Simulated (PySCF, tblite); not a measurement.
# C₇H₈O₂− (doublet): geometry, infrared bands and EPR parameters

Wanted: the infrared bands and EPR parameters of C₇H₈O₂− (doublet) (`OC[C-]1[CH]C=CC(O)=C1`), by calculation.

Computed with tblite 0.8.0 and PySCF 2.14.0, with density-fitted response routines of our own, on a single molecule in the gas phase. Atoms count from 0, in the outputs and in this text.

## (1) The starting structure

17 atoms, charge -1, multiplicity 2; geometry from: force field or distance geometry start.

Bonds of the start (Å): O0–C1 1.38, C1–C2 1.50, C2–C3 1.50, C3–C4 1.48, C4–C5 1.32, C5–C6 1.45, C6–O7 1.40, C6–C8 1.32, C8–C2 1.46, O0–H9 1.01, C1–H10 1.12, C1–H11 1.12, C3–H12 1.09, C4–H13 1.08, C5–H14 1.09, O7–H15 1.02, C8–H16 1.07.

## (2) Relaxing the molecule with GFN2-xTB

What the job is given:

```
{"job": {"kind": "relax", "xc": "GFN2-xTB", "basis": "xTB"}, "charge": -1, "multiplicity": 2}
O     -2.824600    -0.871000     0.721100
C     -1.808600    -1.023900    -0.205500
C     -0.593600    -0.209600     0.146900
C     -0.762200     1.279600     0.209500
C      0.497900     1.965300     0.569100
C      1.643500     1.347200     0.778100
C      1.735300    -0.100000     0.687600
O      2.978700    -0.686500     0.937500
C      0.689500    -0.852700     0.393700
H     -3.686600    -1.198200     0.310700
H     -2.226800    -0.638700    -1.169700
H     -1.551200    -2.095300    -0.394700
H     -1.167500     1.578600    -0.761300
H      0.476600     3.046400     0.634100
H      2.554200     1.894200     1.033200
H      3.312400    -1.502000     0.424900
H      0.726100    -1.921400     0.324200
```

The run is started by

```bash
OMP_NUM_THREADS=1 python probes_run.py task.json out
```

One launch serves the whole session: the jobs run in the order shown.

**Question.** This job is followed by: GFN2-xTB harmonic vibrations, gas phase; UKS B3LYP, pcH-1 on C H O, non-relativistic, mean-field spin-orbit, GIAO. Predict these results of the whole session: strongest single infrared mode (GFN2-xTB); zero-point energy (GFN2-xTB); g(iso) (B3LYP); ⟨S²⟩; largest a(iso) (averaged by class).

The runs gave:

| quantity | value |
| --- | --- |
| strongest single infrared mode (GFN2-xTB) | 599 cm⁻¹, 376 km/mol |
| zero-point energy (GFN2-xTB) | 78.5 kcal/mol |
| g(iso) (B3LYP) | 2.00249 |
| ⟨S²⟩ | 0.757 (exact 0.75) |
| largest a(iso) (averaged by class) | 17O on O0, -143.4 MHz |

**Reading.** Over 94 steps the energy fell by 1.441 eV; of the close pairs, O0–C1 changed most, 1.384 to 1.503 Å. No mode is imaginary among the 45: a minimum at this level. The strongest single mode, at 599 cm⁻¹, is carried by C1, C2, O0. GFN2-xTB is a fitted tight-binding method: band positions and strengths are rough. Its intensities can rank the bands wrongly. The largest spin populations lie on C5 (0.35 e), C2 (0.32 e). The isotropic g lies 0.2 ppt above the free-electron value.
